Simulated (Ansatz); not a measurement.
**BF₂HS: up Jacob's ladder to CCSD(T)**

An exercise on one series of results from a longer session: the logs are not shown, and one member is left open.

Method: functionals in def2-TZVPP, the program's frozen cores in correlated methods; program: Ansatz 0.2.0, Gaussian basis.

Plan: LDA (SPW92), PBE-D4, revPBE-D4, BLYP-D4, r2SCAN-D4, B97M-V, PBE0-D4, B3LYP-D4, r2SCANh-D4, r2SCAN0-D4, HSE06-D4, BHLYP-D4, CAM-B3LYP-D4, LC-ωPBE, ωB97X-V, ωB97M-V, B2PLYP, PBE-QIDH; CCSD(T)/def2-SVP; CCSD(T)/def2-TZVPP; CCSD(T)/def2-QZVPP; extrapolation to the limit; RPA on PBE.

### The geometry

An earlier PBE0-D4 in a triple-zeta def2 set relaxation fixed the geometry.

SMILES `FB(F)S`, 5 atoms, charge 0, spin multiplicity 1.

Atoms are counted from 1 here; the program's logs count them from 0.

Bond lengths: F1–B2 1.318 Å, B2–F3 1.319 Å, B2–S4 1.800 Å, S4–H5 1.342 Å. Angles: F1–B2–F3 118.2°, F1–B2–S4 119.2°, F3–B2–S4 122.6°, B2–S4–H5 94.6°.

Set-up of the first run:

in.yaml reads:

```yaml
crystal:
  periodic: [false, false, false]
  atoms:
    - {symbol: F, position_ang: [0.433765, -1.758072, 0.089134]}
    - {symbol: B, position_ang: [0.064015, -0.499780, 0.217682]}
    - {symbol: F, position_ang: [-0.413103, -0.105149, 1.382352]}
    - {symbol: S, position_ang: [0.226449, 0.610386, -1.190272]}
    - {symbol: H, position_ang: [-0.261326, 1.678915, -0.540296]}
basis:
  gaussian: {orbitals: def2-TZVPP}
hamiltonian: {xc: lda}
output: {orbitals: {seedname: orbitals}}
```

Run with:

```console
> ansatz run in.yaml --threads 2 --pin off --events-out ev --progress --plain --max-ram 22528MiB --backend cpu
```

Steps of the session up to this table: LDA; PBE-D4 (GGA); revPBE-D4 (GGA); BLYP-D4 (GGA); r2SCAN-D4 (meta-GGA); B97M-V (meta-GGA); PBE0-D4 (hybrid); B3LYP-D4 (hybrid); r2SCANh-D4 (hybrid); r2SCAN0-D4 (hybrid); HSE06-D4 (hybrid); BHLYP-D4 (hybrid); CAM-B3LYP-D4 (range-separated); LC-ωPBE (range-separated); ωB97X-V (range-separated); ωB97M-V (range-separated); B2PLYP (double hybrid); PBE-QIDH (double hybrid).

One of the session's tables, all rows but one given; the rest of the session is left out.

It belongs to the step «Frontier levels by functional». 

| functional | HOMO (eV) | gap (eV) |
| --- | --- | --- |
| LDA (SPW92) | -7.31 | 6.11 |
| PBE-D4 | -7.16 | 6.27 |
| revPBE-D4 | ? | ? |
| BLYP-D4 | -6.99 | 6.23 |
| r2SCAN-D4 | -7.47 | 6.99 |
| B97M-V | -7.53 | 7.00 |
| PBE0-D4 | -8.44 | 8.58 |
| B3LYP-D4 | -8.18 | 8.04 |
| r2SCANh-D4 | -7.94 | 7.81 |
| r2SCAN0-D4 | -8.64 | 9.03 |
| HSE06-D4 | -8.04 | 7.79 |
| BHLYP-D4 | -9.56 | 10.51 |
| CAM-B3LYP-D4 | -9.78 | 10.87 |
| LC-ωPBE | -11.20 | 13.62 |
| ωB97X-V | -10.81 | 13.04 |
| ωB97M-V | -10.63 | 12.46 |

Q: Estimate the row for revPBE-D4 from the others.

**Answer.** HOMO (eV): -7.10; gap (eV): 6.34. In the column «HOMO (eV)» it lies between PBE-D4 (-7.16) and BLYP-D4 (-6.99).
